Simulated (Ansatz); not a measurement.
**CH3Cl3Si (methyltrichlorosilane) at B3LYP/6-31G(d) (Cartesian functions)**

Aim: the energy change on altering one bond length of CH3Cl3Si (methyltrichlorosilane) at B3LYP/6-31G* (Cartesian functions), from 2 runs. 

The results are computed with Ansatz 0.2.0.

80 further runs of the same task are left out: 6 that didn't finish, 74 set aside as unsound or not needed.

**1. The structure to begin with**

CH3Cl3Si has 8 atoms, charge 0, and is taken as a singlet. As SMILES, `C[Si](Cl)(Cl)Cl`. Geometry: relaxed at PBE0-D4/def2-TZVP.

Bond lengths: C1–Si2 1.841 Å, Si2–Cl3 2.039 Å, Si2–Cl4 2.039 Å, Si2–Cl5 2.039 Å, C1–H6 1.092 Å, C1–H7 1.092 Å, C1–H8 1.092 Å. Some angles: C1–Si2–Cl3 110.7°, C1–Si2–Cl4 110.7°, C1–Si2–Cl5 110.6°, Cl3–Si2–Cl4 108.3°, Cl3–Si2–Cl5 108.3°, Cl4–Si2–Cl5 108.3°, Si2–C1–H6 110.0°, Si2–C1–H7 110.0°, Si2–C1–H8 110.0°, H6–C1–H7 109.0°.

**2. A single-point energy at B3LYP/6-31G(d) (Cartesian functions)**

run.yaml reads:

```yaml
crystal:
  periodic: [false, false, false]
  atoms:
    - {symbol: C, position_ang: [-0.728900, -0.279600, 0.686100]}
    - {symbol: Si, position_ang: [0.568900, 0.197900, -0.528700]}
    - {symbol: Cl, position_ang: [2.360400, -0.640000, -0.033600]}
    - {symbol: Cl, position_ang: [0.065900, -0.429500, -2.402200]}
    - {symbol: Cl, position_ang: [0.801200, 2.223000, -0.573800]}
    - {symbol: H, position_ang: [-0.844500, -1.365200, 0.700800]}
    - {symbol: H, position_ang: [-0.448300, 0.061100, 1.684800]}
    - {symbol: H, position_ang: [-1.682600, 0.175200, 0.410800]}
basis:
  gaussian: {orbitals: "6-31G*"}
accuracy: high
hamiltonian: {xc: {name: B3LYP}}
output: {orbitals: {seedname: orbitals}}
```

Run with:

```sh
ansatz run run.yaml --threads 1 --pin off --max-ram 3480MiB --events-out events.jsonl --progress --plain --runs-dir runs
```

The program printed:

```text
Warning: RAYON_NUM_THREADS=1 ignored (pool sized by the plan → 1); use --threads N
Functional definition: B3LYP
  name "B3LYP"
  parameter a0 = 0.2
  parameter ax = 0.72
  parameter ac = 0.81
  exchange = (1 - a0 - ax)*slater_x + ax*b88_x + a0*exact_x
  correlation = (1 - ac)*vwn_rpa_c + ac*lyp_c
2054 factors; integrals over basis functions are off by at most 3.9e-9 eV
mean field evaluation 1: about -46531.5200 eV, gradient 4.3e1 eV
mean field evaluation 2: about -46530.1315 eV, gradient 4.7e1 eV
mean field evaluation 4: about -46535.7789 eV, gradient 1.1e0 eV
mean field evaluation 8: about -46535.8872 eV, gradient 2.4e-2 eV
mean field evaluation 16: about -46535.8872 eV, gradient 1.3e-6 eV
mean field -46535.88723224 eV, -1710.1623126276 hartree, gradient 5.4e-8 eV, S^2 0.000000; 0 other end points of the search recorded, 0 dependent functions left out
reference -46535.88727231 eV, -1710.1623140999 hartree; 37, 37 occupied and 60, 60 virtual orbitals, 2054 factors
Total energy: -46535.88727231 eV, -1710.1623140999 hartree
```

It took 13 s on 1 thread of Arm Neoverse V1, shared host; peak memory 0.39 GiB.

**3. The distorted shape, same level**

job.yaml reads:

```yaml
basis:
  gaussian:
    orbitals: "6-31G*"
crystal:
  periodic: [false, false, false]
  atoms:
    - {symbol: C, position_ang: [-0.326503, 0.222316, 2.184889]}
    - {symbol: Si, position_ang: [0.971297, 0.699816, 0.970089]}
    - {symbol: Cl, position_ang: [2.762797, -0.138084, 1.465189]}
    - {symbol: Cl, position_ang: [0.065900, -0.429500, -2.402200]}
    - {symbol: Cl, position_ang: [1.203597, 2.724916, 0.924989]}
    - {symbol: H, position_ang: [-0.442103, -0.863284, 2.199589]}
    - {symbol: H, position_ang: [-0.045903, 0.563016, 3.183589]}
    - {symbol: H, position_ang: [-1.280203, 0.677116, 1.909589]}
hamiltonian:
  xc: {name: B3LYP}
accuracy: high
output:
  orbitals: {seedname: orbitals}
```

Run with:

```sh
ansatz run job.yaml --threads 1 --pin off --max-ram 3480MiB --events-out events.jsonl --progress --plain --runs-dir runs
```

The program printed:

```text
Warning: RAYON_NUM_THREADS=1 ignored (pool sized by the plan → 1); use --threads N
Functional definition: B3LYP
  name "B3LYP"
  parameter a0 = 0.2
  parameter ax = 0.72
  parameter ac = 0.81
  exchange = (1 - a0 - ax)*slater_x + ax*b88_x + a0*exact_x
  correlation = (1 - ac)*vwn_rpa_c + ac*lyp_c
1990 factors; integrals over basis functions are off by at most 1.7e-8 eV
mean field evaluation 1: about -46525.1016 eV, gradient 4.7e1 eV
mean field evaluation 2: about -46371.9735 eV, gradient 1.8e2 eV
mean field evaluation 4: about -46519.3808 eV, gradient 4.7e1 eV
mean field evaluation 8: about -46532.1033 eV, gradient 8.4e-1 eV
mean field evaluation 16: about -46532.1969 eV, gradient 6.9e-4 eV
mean field -46532.19685178 eV, -1710.0266936472 hartree, gradient 3.3e-8 eV, S^2 0.000000; 0 other end points of the search recorded, 0 dependent functions left out
reference -46532.19689633 eV, -1710.0266952843 hartree; 37, 37 occupied and 60, 60 virtual orbitals, 1990 factors
Total energy: -46532.19689633 eV, -1710.0266952843 hartree
```

It took 13 s on 1 thread of Arm Neoverse V1, shared host; peak memory 0.37 GiB.

**4. Outcome**

At B3LYP/6-31G* (Cartesian functions):

| quantity | value |
| --- | --- |
| first shape: total energy | -1710.16231 Eh |
| first shape: HOMO energy | -8.86 eV |
| first shape: LUMO energy | 0.04 eV |
| first shape: HOMO–LUMO gap | 8.90 eV |
| distorted shape: total energy | -1710.02670 Eh |
| distorted shape: HOMO energy | -6.83 eV |
| distorted shape: LUMO energy | -5.00 eV |
| distorted shape: HOMO–LUMO gap | 1.83 eV |
| energy change with the Si2–Cl4 bond stretched from 2.039 to 3.670 Å | 3.690 eV |

**Reading.** One bond (distorted shape) is far stretched, which a spin-restricted single reference describes badly; a broken-symmetry solution may lie lower. With the Si2–Cl4 bond stretched from 2.039 to 3.670 Å the energy rises by 3.69 eV (356 kJ/mol). The first shape isn't relaxed at this level, so the change isn't measured from a minimum. A restricted reference can't describe the breaking bond well at this length.
